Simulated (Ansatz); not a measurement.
# CClFInN: a relaxed scan of the bond length In3–Cl5

An exercise on one series of results from a longer session: the logs are not shown, and one member is left open.

The runs use Ansatz 0.2.0, Gaussian basis; single points in def2-TZVPP.

Levels: PBE-D4, r2SCAN-D4, PBE0-D4, B3LYP-D4, wB97M-V, Hartree-Fock, MP2, CCSD, CCSD(T). The scan takes 2.006, 2.086, 2.202, 2.337, 2.488, 2.650, 2.822, 3.003, 3.192 Å.

Correlated methods freeze the cores. Filled d shells of the heavier atoms are correlated. Core potentials replace the inner electrons past krypton, and spin-orbit coupling is left out. B3LYP uses VWN-RPA correlation.

18 further runs of the same task are left out: 18 set aside as unsound or not needed.

### Starting geometry

SMILES `N#[C][In]([F])[Cl]`, 5 atoms, charge 0, spin multiplicity 1.

Atoms are counted from 1 here; the program's logs count them from 0.

Bond lengths: N1–C2 1.107 Å, C2–In3 1.709 Å, In3–F4 1.627 Å, In3–Cl5 1.869 Å. Angles: N1–C2–In3 169.3°, C2–In3–F4 97.3°, C2–In3–Cl5 105.6°, F4–In3–Cl5 123.6°.

As a file:

```xyz
5
CClFInN
N    -1.2041    1.1584    1.2227
C    -0.5375    0.5121    0.6197
In    0.7238   -0.3601   -0.1348
F     0.0855   -1.8457    0.0444
Cl    0.9823    0.4616   -1.7935
```

The first run:

Contents of pre/in.yaml:

```yaml
crystal:
  periodic: [false, false, false]
  atoms:
    - {symbol: N, position_ang: [-1.204100, 1.158400, 1.222700]}
    - {symbol: C, position_ang: [-0.537500, 0.512100, 0.619700]}
    - {symbol: In, position_ang: [0.723800, -0.360100, -0.134800]}
    - {symbol: F, position_ang: [0.085500, -1.845700, 0.044400]}
    - {symbol: Cl, position_ang: [0.982300, 0.461600, -1.793500]}
basis:
  gaussian: {orbitals: def2-SVP}
hamiltonian: {xc: pbe, dispersion: d4}
relax: {f_tol: 0.03, max_steps: 250}
```

The command line of these runs was not kept.

Among the steps run: A first relaxation in a small basis; Finding the minimum; The minimum at every level; In3–Cl5 = 2.006 Å; In3–Cl5 = 2.086 Å; In3–Cl5 = 2.202 Å; In3–Cl5 = 2.337 Å; In3–Cl5 = 2.488 Å; In3–Cl5 = 2.650 Å; In3–Cl5 = 2.822 Å; In3–Cl5 = 3.003 Å; In3–Cl5 = 3.192 Å.

One table of the session follows, with a row left open; its other results are not shown here.

Energies less that of the minimum at the same level (eV):

```
bond length (Å)  PBE-D4  PBE0-D4  B3LYP-D4  wB97M-V  Hartree-Fock
          2.006   0.942    0.870     0.963    0.883         1.008
          2.086       ?        ?         ?        ?             ?
          2.202   0.076    0.052     0.076    0.052         0.072
2.280 (minimum)   0.000    0.000     0.000    0.000         0.000
          2.337   0.005    0.023     0.006    0.025         0.015
          2.488   0.182    0.251     0.194    0.264         0.244
          2.650   0.522    0.646     0.550    0.678         0.665
          2.822   0.945    1.128     0.995    1.188         1.193
          3.003   1.399    1.641     1.475    1.735         1.765
          3.192   1.847    2.147     1.952    2.281         2.337
```

**Question.** Estimate the row for bond length (Å) = 2.086.

Worked estimate for «PBE-D4». A straight line through the neighbours (2.006, 0.942) and (2.202, 0.076) gives 0.942 + (0.076 − 0.942) × (2.086 − 2.006) / (2.202 − 2.006) = 0.589; a parabola fitted to 3 rows on both sides gives 0.479.

As computed: PBE-D4: 0.439; PBE0-D4: 0.385; B3LYP-D4: 0.448; wB97M-V: 0.389; Hartree-Fock: 0.461. In «PBE-D4» the line misses by +0.150 and the parabola by +0.040.
